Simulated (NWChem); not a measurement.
**B2H3BrO (SMILES BOBBr) at TPSSh-D3(BJ)/jorge-DZP-DKH (sfX2C)**

Aim: the energy difference between two shapes of B2H3BrO at TPSSh-D3(BJ)/jorge-DZP-DKH (sfX2C), from 2 runs. 

The calculation is run with NWChem 7.3.0.

**1. The structure to begin with**

B2H3BrO: 7 atoms, total charge 0, spin state singlet. SMILES: `BOBBr`. The shape is that of a GFN2-xTB optimisation. This is one conformer, not always the lowest.

Bond lengths: B1–O2 1.304 Å, O2–B3 1.292 Å, B3–Br4 1.896 Å, B1–H5 1.176 Å, B1–H6 1.176 Å, B3–H7 1.177 Å. Angles: B1–O2–B3 176.7°, O2–B3–Br4 118.9°, O2–B1–H5 118.8°, O2–B1–H6 119.0°, O2–B3–H7 122.5°, Br4–B3–H7 118.6°, H5–B1–H6 122.2°.

**2. The energy at TPSSh-D3(BJ)/jorge-DZP-DKH (sfX2C)**

File run.py:

```python
from ase import Atoms
from ase.calculators.nwchem import NWChem

system = Atoms(['B', 'O', 'B', 'Br', 'H', 'H', 'H'], positions=[
    [-0.183650, 1.345300, 0.024420],
    [0.052300, 0.070270, -0.116360],
    [0.254090, -1.203360, -0.189940],
    [-0.363800, -2.312670, 1.217990],
    [0.617310, 2.013940, 0.567060],
    [-1.184990, 1.789900, -0.404030],
    [0.808730, -1.703390, -1.099150],
])

calc = NWChem(
    label='b2brh3o',
    theory='dft',
    memory='2200 mb',
    basis='jorge-DZP-DKH',
    basispar='spherical bse',
    relativistic={'x2c': 'on'},
    dft={'xc': 'xctpssh', 'mult': '1', 'disp': 'vdw 4', 'grid': 'xfine', 'convergence': 'energy 1e-07', 'iterations': '150', 'print': 'low'},
    task='energy',
)
system.calc = calc

e = system.get_potential_energy()
print(f"E = {e:.6f} eV")
```

On the command line:

```
$ export ASE_NWCHEM_COMMAND="nwchem PREFIX.nwi > PREFIX.nwo"
$ python run.py
```

Output:

```text
E = -74367.930396 eV
```

The calculator wrote b2brh3o.nwi:

```
title "b2brh3o"

permanent_dir b2brh3o

scratch_dir b2brh3o

start b2brh3o

geometry units angstrom nocenter noautosym noautoz
  B  -1.8365000000000001e-01 1.3452999999999999e+00 2.4420000000000001e-02
  O  5.2299999999999999e-02 7.0269999999999999e-02 -1.1636000000000001e-01
  B  2.5408999999999998e-01 -1.2033600000000000e+00 -1.8994000000000000e-01
  Br -3.6380000000000001e-01 -2.3126699999999998e+00 1.2179899999999999e+00
  H  6.1731000000000003e-01 2.0139399999999998e+00 5.6706000000000001e-01
  H  -1.1849900000000000e+00 1.7899000000000000e+00 -4.0403000000000000e-01
  H  8.0872999999999995e-01 -1.7033900000000000e+00 -1.0991500000000001e+00
end

memory 2200 mb

basis spherical bse noprint
   * library jorge-DZP-DKH
end

relativistic
  x2c on
end
dft
  xc xctpssh
  mult 1
  disp vdw 4
  grid xfine
  convergence energy 1e-07
  iterations 150
  print low
end

task dft energy
```

b2brh3o.nwo, cut to the lines that bear on the results:

```text
[...]
 d= 0,ls=0.0,diis     1  -2724.1710301846 -2.92D+03  1.51D-02  9.21D+04     3.8
[...]
 d= 0,ls=0.0,diis    11  -2732.9710559255 -1.39D-08  6.81D-07  1.58D-08    31.7
         Total DFT energy =    -2732.971055925515
      One electron energy =    -4182.578623044215
           Coulomb energy =     1365.468167019785
    Exchange-Corr. energy =     -110.842619475325
 Nuclear repulsion energy =      194.987188656705
    Dispersion correction =       -0.005169082465
[...]
```

It took 33 s on 1 thread of Intel Xeon 6975P-C (Granite Rapids), shared host; peak memory 0.15 GiB.

**3. The distorted shape**

File test.nw:

```
start test
title "B2BrH3O"
memory 2200 mb
geometry units atomic noautosym nocenter noautoz
 B  -0.23073178  2.57087602 -0.23090564
 O   0.30409662  0.14676180 -0.14768966
 B   0.27251362 -2.42599827 -0.20281486
 Br -0.89956066 -4.24805331  2.42812611
 H   1.31143969  3.56221878  0.79281192
 H  -2.27942923  3.16236974 -0.62997422
 H   1.32419724 -3.25339407 -2.16316194
end
basis "ao basis" spherical bse
 * library jorge-DZP-DKH
end
relativistic
 x2c on
end
dft
 xc xctpssh
 disp vdw 4
 grid xfine
 convergence energy 1e-07
 maxiter 150
end
task dft energy
```

On the command line:

```
$ nwchem test.nw > test.out
```

Output, cut to the lines that bear on the results:

```text
[...]
          Wavefunction type:  closed shell.
          No. of atoms     :     7
          No. of electrons :    56
[...]
          Charge           :     0
          Spin multiplicity:     1
[...]
          AO basis - number of functions:   103
[...]
              XC Information
              --------------
                  TPSS hybrid Method XC Functional
                     Hartree-Fock (Exact) Exchange  0.100
                  TPSS metaGGA Exchange Functional  0.900
             TPSS03 metaGGA Correlation Functional  1.000
[...]
 d= 0,ls=0.0,diis     1  -2724.1445748664 -2.92D+03  1.60D-02  9.21D+04     3.6
[...]
 d= 0,ls=0.0,diis    11  -2732.9518994822 -3.53D-08  8.25D-07  9.34D-09    31.5
         Total DFT energy =    -2732.951899482159
      One electron energy =    -4185.124593654568
           Coulomb energy =     1366.609032741236
    Exchange-Corr. energy =     -110.834506930422
 Nuclear repulsion energy =      196.403380709781
    Dispersion correction =       -0.005212348186
[...]
```

Run time: 32 s. Hardware: 1 thread of Intel Xeon 6975P-C (Granite Rapids), shared host; peak memory 0.15 GiB.

**4. Results**

At TPSSh-D3(BJ)/jorge-DZP-DKH (sfX2C):

| quantity | value |
| --- | --- |
| first shape: total energy | -2732.97106 Eh |
| first shape: dispersion energy | -13.57 kJ/mol |
| distorted shape: total energy | -2732.95190 Eh |
| distorted shape: dipole moment | 0.39 D |
| distorted shape: HOMO energy | -7.82 eV |
| distorted shape: LUMO energy | -1.21 eV |
| distorted shape: HOMO–LUMO gap | 6.61 eV |
| distorted shape: dispersion energy | -13.69 kJ/mol |
| energy change with the atoms displaced | 0.521 eV |

With the atoms displaced the energy rises by 0.52 eV (50.3 kJ/mol). The first shape isn't relaxed at this level, so the change isn't measured from a minimum.
